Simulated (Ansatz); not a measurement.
# A workflow on CHClInNO (SMILES O=C=[N][InH][Cl])

Wanted: a series of 10 runs (HF/STO-3G, UHF/STO-3G, HF/3-21G, UHF/3-21G, PBE/def2-SVP) of CHClInNO. 

The calculation is run with Ansatz 0.2.0.

## 1. The system as given

The species is CHClInNO (6 atoms), meant as a singlet with charge 0. As SMILES, `O=C=[N][InH][Cl]`. Geometry: relaxed at PBE0-D4/def2-TZVP. This is one conformer, not always the lowest. The run starts from this shape.

Bond lengths: O1–C2 1.166 Å, C2–N3 1.205 Å, N3–In4 2.019 Å, In4–Cl5 2.315 Å, In4–H6 1.687 Å. Angles: O1–C2–N3 176.3°, C2–N3–In4 136.4°, N3–In4–Cl5 111.3°, N3–In4–H6 123.4°, Cl5–In4–H6 125.3°.

## 2. A structure relaxation at HF/STO-3G (start density atoms) (run 1)

run.yaml

```yaml
crystal:
  periodic: [false, false, false]
  atoms:
    - {symbol: O, position_ang: [1.628000, -2.320400, 0.058100]}
    - {symbol: C, position_ang: [0.896600, -1.470900, 0.379300]}
    - {symbol: "N", position_ang: [0.136700, -0.626900, 0.782100]}
    - {symbol: In, position_ang: [-0.744200, 1.027900, 0.031300]}
    - {symbol: Cl, position_ang: [-0.127000, 1.382000, -2.172000]}
    - {symbol: H, position_ang: [-1.790100, 2.008300, 0.921200]}
basis:
  gaussian: {orbitals: STO-3G}
magnetization: {spin_polarized: false, initial_magnetization: 0}
output: {orbitals: {seedname: orbitals}}
relax: {f_tol: 0.002}
hamiltonian: {xc: hf}
```

On the command line:

```
$ ansatz run run.yaml --threads 1 --pin off --max-ram 3480MiB --events-out events.jsonl --progress --plain --runs-dir runs
```

What it wrote:

```text
Warning: RAYON_NUM_THREADS=1 ignored (pool sized by the plan → 1); use --threads N
The last accepted step is kept in runs//last_step.txt (removed where the run ends without a failure and the disk answers)
[... 87 lines left out ...]
Total energy: -171517.36809786 eV, -6303.1470189485 hartree
[... 6 lines left out ...]
Dipole moment:    -0.357973     0.169106     0.603483 e Å
```

Run time: 35 s. Hardware: 1 thread of Arm Neoverse V1, shared host; peak memory 0.16 GiB.

Steps, from the record of the run:

| step | energy from the first frame kept (eV) | largest force (eV/Å) |
| --- | --- | --- |
| 1 | 0.0000 | 3.4473 |
| 2 | -0.3108 | 0.9059 |
| 3 | -0.3503 | 0.5255 |
| 4 | -0.3838 | 0.6290 |
| 5 | -0.4342 | 1.5133 |
| 6 | -0.4593 | 0.6156 |
| 7 | -0.4632 | 0.5849 |
| 8 | -0.4673 | 0.0856 |
| 9 | -0.4677 | 0.0110 |
| 10 | -0.4677 | 0.0020 |
| 11 | -0.4677 | 0.0031 |
| 12 | -0.4677 | 0.0002 |

After the run. Bond lengths: O1–C2 1.193 Å, C2–N3 1.202 Å, N3–In4 1.836 Å, In4–Cl5 2.301 Å, In4–H6 1.581 Å. Angles: O1–C2–N3 179.5°, C2–N3–In4 177.1°, N3–In4–Cl5 111.2°, N3–In4–H6 129.2°, Cl5–In4–H6 119.6°.

## 3. Vibrational wavenumbers at HF/STO-3G (start density atoms) (run 2)

molecule.yaml

```yaml
basis:
  gaussian: {orbitals: STO-3G}
crystal:
  periodic: [false, false, false]
  atoms:
    - {symbol: O, position_ang: [1.566883, -2.516223, 0.564819]}
    - {symbol: C, position_ang: [0.920905, -1.524532, 0.414435]}
    - {symbol: "N", position_ang: [0.266528, -0.526353, 0.273657]}
    - {symbol: In, position_ang: [-0.702302, 1.003558, -0.028837]}
    - {symbol: Cl, position_ang: [-0.398898, 1.767674, -2.178420]}
    - {symbol: H, position_ang: [-1.653117, 1.795876, 0.954345]}
phonons: {temperatures: {t_min: 298.15, t_max: 298.15, t_step: 1}}
hamiltonian: {xc: hf}
```

On the command line:

```
$ ansatz run molecule.yaml --threads 1 --pin off --max-ram 3480MiB --events-out events.jsonl --progress --plain --runs-dir runs
```

What it wrote:

```text
Warning: RAYON_NUM_THREADS=1 ignored (pool sized by the plan → 1); use --threads N
[... 201 lines left out ...]
Total energy: -171517.36814618 eV, -6303.1470207243 hartree
[... 6 lines left out ...]
Dipole moment:    -0.357974     0.169109     0.603482 e Å
Vibrations: 57.93 120.70 201.32 393.26 434.11 497.84 611.77 637.40 670.97 1552.84 2019.99 2611.63 cm⁻¹, zero-point energy 0.608128 eV
```

It took 56 s on 1 thread of Arm Neoverse V1, shared host; peak memory 0.13 GiB.

Run 3 isn't shown in full; the table further down has it.

## 4. The doublet cation: a geometry optimisation at UHF/STO-3G (start density atoms) (run 4)

job.yaml

```yaml
crystal:
  periodic: [false, false, false]
  atoms:
    - {symbol: O, position_ang: [1.566883, -2.516223, 0.564819]}
    - {symbol: C, position_ang: [0.920905, -1.524532, 0.414435]}
    - {symbol: "N", position_ang: [0.266528, -0.526353, 0.273657]}
    - {symbol: In, position_ang: [-0.702302, 1.003558, -0.028837]}
    - {symbol: Cl, position_ang: [-0.398898, 1.767674, -2.178420]}
    - {symbol: H, position_ang: [-1.653117, 1.795876, 0.954345]}
basis:
  gaussian: {orbitals: STO-3G}
total_charge: 1
magnetization: {spin_polarized: true, initial_magnetization: 1}
hamiltonian: {xc: hf}
relax: {}
```

On the command line:

```
$ ansatz run job.yaml --threads 1 --pin off --max-ram 3480MiB --events-out events.jsonl --progress --plain --runs-dir runs
```

What it wrote:

```text
Warning: RAYON_NUM_THREADS=1 ignored (pool sized by the plan → 1); use --threads N
[... 1 set-up line as earlier in the session ...]
[... 70 lines left out ...]
Total energy: -171511.93526444 eV, -6302.9473660031 hartree
[... 6 lines left out ...]
Dipole moment:     0.199709    -0.825278     0.982830 e Å
```

Wall time 41 s (1 thread of Arm Neoverse V1, shared host); peak memory 0.2 GiB.

Step by step:

| step | energy from the first frame kept (eV) | largest force (eV/Å) |
| --- | --- | --- |
| 1 | 0.0000 | 5.5287 |
| 2 | -0.5275 | 2.9293 |
| 3 | -0.7612 | 1.8789 |
| 4 | -0.7916 | 0.5510 |
| 5 | -0.7950 | 0.1399 |
| 6 | -0.7953 | 0.0118 |
| 7 | -0.7953 | 0.0151 |
| 8 | -0.7953 | 0.0126 |

After the run. Bond lengths: O1–C2 1.298 Å, C2–N3 1.204 Å, N3–In4 2.121 Å, In4–Cl5 2.237 Å, In4–H6 1.571 Å. Angles: O1–C2–N3 179.7°, C2–N3–In4 177.4°, N3–In4–Cl5 99.4°, N3–In4–H6 115.0°, Cl5–In4–H6 145.6°.

Runs 5 to 9 aren't shown in full; the table further down has their settings and results.

## 5. The harmonic vibrations at PBE/def2-SVP (core potential, start density atoms) (run 10)

in.yaml

```yaml
basis:
  gaussian: {orbitals: def2-SVP}
crystal:
  periodic: [false, false, false]
  atoms:
    - {symbol: O, position_ang: [1.658988, -2.421141, 0.159513]}
    - {symbol: C, position_ang: [0.926350, -1.522579, 0.397001]}
    - {symbol: N, position_ang: [0.160321, -0.629401, 0.728938]}
    - {symbol: In, position_ang: [-0.754949, 1.059808, 0.003233]}
    - {symbol: Cl, position_ang: [-0.183537, 1.501696, -2.244870]}
    - {symbol: H, position_ang: [-1.807173, 2.011616, 0.956186]}
magnetization: {spin_polarized: false}
phonons: {temperatures: {t_min: 298.15, t_max: 298.15, t_step: 1}}
hamiltonian: {xc: pbe}
```

On the command line:

```
$ ansatz run in.yaml --threads 1 --pin off --max-ram 3480MiB --events-out events.jsonl --progress --plain --runs-dir runs
```

What it wrote:

```text
Warning: RAYON_NUM_THREADS=1 ignored (pool sized by the plan → 1); use --threads N
[... 26 lines left out ...]
1042 factors; their error is unknown
[... 25 lines left out ...]
1042 factors; their error is unknown
[... 26 lines left out ...]
1042 factors; their error is unknown
[... 25 lines left out ...]
1042 factors; their error is unknown
[... 24 lines left out ...]
1042 factors; their error is unknown
[... 25 lines left out ...]
1042 factors; their error is unknown
[... 15 lines left out ...]
1042 factors; their error is unknown
[... 4 lines left out ...]
1042 factors; their error is unknown
[... 4 lines left out ...]
1042 factors; their error is unknown
[... 5 lines left out ...]
1042 factors; their error is unknown
[... 4 lines left out ...]
1042 factors; their error is unknown
[... 4 lines left out ...]
1042 factors; their error is unknown
[... 10 lines left out ...]
Dipole moment:    -0.429778     0.447067     0.283949 e Å
Vibrations: 43.32 59.46 134.50 354.56 368.34 396.06 453.80 588.55 603.97 1377.30 1826.25 2312.64 cm⁻¹, zero-point energy 0.528094 eV
```

Run time: 71 s. Hardware: 1 thread of Arm Neoverse V1, shared host; peak memory 0.12 GiB.

## 6. Overview of the runs

| run | level | task | walk f tol | partner | energy (Eh) | dipole moment (D) | wall time |
| --- | --- | --- | --- | --- | --- | --- | --- |
| 1 | HF/STO-3G (start density atoms) | optimise | 0.002 | base | -6303.147019 | 3.47 | 35 s |
| 2 | HF/STO-3G (start density atoms) | frequencies | – | base | -6303.147021 | 3.47 | 56 s |
| 3 | UHF/STO-3G (start density atoms) | energy | – | cation | -6302.918131 | – | 6.3 s |
| 4 | UHF/STO-3G (start density atoms) | optimise | – | cation | -6302.947366 | – | 41 s |
| 5 | HF/3-21G (start density atoms) | optimise | 0.002 | base | -6339.322078 | 4.05 | 42 s |
| 6 | HF/3-21G (start density atoms) | frequencies | – | base | -6339.322077 | 4.05 | 77 s |
| 7 | UHF/3-21G (start density atoms) | energy | – | cation | -6338.972280 | – | 21 s |
| 8 | UHF/3-21G (start density atoms) | optimise | – | cation | -6338.991424 | – | 1.7 min |
| 9 | PBE/def2-SVP (core potential, start density atoms) | optimise | 0.002 | base | -818.441580 | 3.28 | 42 s |
| 10 | PBE/def2-SVP (core potential, start density atoms) | frequencies | – | base | -818.441580 | 3.28 | 71 s |

## 7. Outcome

| quantity | value |
| --- | --- |
| run 10, PBE/def2-SVP: total energy | -818.44158 Eh |
| run 10, PBE/def2-SVP: dipole moment | 3.28 D |
| run 10, PBE/def2-SVP: largest force on an atom | 0.001 eV/Å |
| run 10, PBE/def2-SVP: lowest harmonic wavenumber | 43 cm⁻¹ |
| run 10, PBE/def2-SVP: highest harmonic wavenumber | 2313 cm⁻¹ |
| run 10, PBE/def2-SVP: zero-point energy | 51.0 kJ/mol |
| vertical ionisation energy (to the doublet cation), HF/STO-3G | 6.228 eV |
| vertical ionisation energy (to the doublet cation), HF/3-21G | 9.518 eV |
| adiabatic ionisation energy (to the doublet cation, no zero-point term), HF/STO-3G | 5.433 eV |
| adiabatic ionisation energy (to the doublet cation, no zero-point term), HF/3-21G | 8.998 eV |

In words: At HF/STO-3G: removing an electron at fixed nuclei costs 6.23 eV (144 kcal/mol). Its partner is spin-contaminated (⟨S²⟩ = 0.96 against 0.75), so the difference is in doubt. In a minimal basis such a difference can be off by several eV, whatever the method. At HF/3-21G: the vertical ionisation energy comes to 9.52 eV (220 kcal/mol). Its partner is spin-contaminated (⟨S²⟩ = 0.92 against 0.75), so the difference is in doubt. At HF/STO-3G: the adiabatic ionisation energy (to the doublet cation, no zero-point term) is 5.43 eV (524 kJ/mol). Some runs of one species differ in core potentials or relativity; totals across that change don't compare. In runs 1, 2, 3, 4 the basis is minimal, so the values are rough. In runs 1, 2, 3, 4, 5, 6, 7, 8 relativity is left out where basis or elements ask for it. Spin contamination of the reference: run 4 ⟨S²⟩ = 1.04, run 3 ⟨S²⟩ = 0.96, run 8 ⟨S²⟩ = 0.94, run 7 ⟨S²⟩ = 0.92. All runs together took 8.2 min, the longest 1.7 min.
